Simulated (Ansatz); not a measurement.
# ZrO+ (doublet): the correlation ladder, def2-QZVPP

One table from this session's results is given with a row withheld; the runs are named, their logs left out.

Program: Ansatz 0.2.0, Gaussian basis. Level of theory: def2-QZVPP, core rule «outside noble gas», up to 5 orbitals frozen. These are calculated values, not measurements.

The runs, in order: UHF; ROHF; CCSD(T) on UHF.

7 further runs of the same task are left out: 1 that didn't finish, 6 set aside as unsound or not needed.

### The geometry

The geometry is a PBE0/def2-TZVP stationary point (not a proven minimum) of the parent state, kept for this charge and spin. No spin-orbit coupling is included. Elements past krypton take def2 core potentials.

2 atoms, charge 1, spin multiplicity 2.

Atoms are counted from 1 here; the program's logs count them from 0.

Bond lengths: Zr1–O2 1.723 Å.

Geometry (Å):

```xyz
2
OZr
Zr    0.0000    0.0000    0.0000
O     0.0000    0.0000    1.7230
```

The first run:

in.yaml

```yaml
crystal:
  periodic: [false, false, false]
  atoms:
    - {symbol: Zr, position_ang: [0.000000, 0.000000, 0.000000]}
    - {symbol: O, position_ang: [0.000000, 0.000000, 1.723000]}
basis:
  gaussian: {orbitals: "def2-QZVPP.json"}
total_charge: 1
magnetization: {spin_polarized: true, initial_magnetization: 1}
hamiltonian: {xc: hf}
output: {orbitals: {seedname: orbitals}}
```

The run is started by

```sh
> ansatz run in.yaml --threads 1 --pin off --events-out ev --progress --plain --max-ram 4096MiB --backend cpu
```

Among the steps run: UHF; ROHF; CCSD(T) on UHF.

One of the session's tables, all rows but one given; the rest of the session is left out.

| method | from UCCSD(T) (meV) |
| --- | --- |
| ROHF | +9671.3 |
| UHF | +9569.1 |
| UMP2 | -104.5 |
| UCCSD | ? |
| UCCSD(T) | 0 |

**Question.** Estimate the row for UCCSD.

The run gave: from UCCSD(T) (meV): +623.7. In the column «from UCCSD(T) (meV)» it lies between UCCSD(T) (0) and UHF (+9569.1).
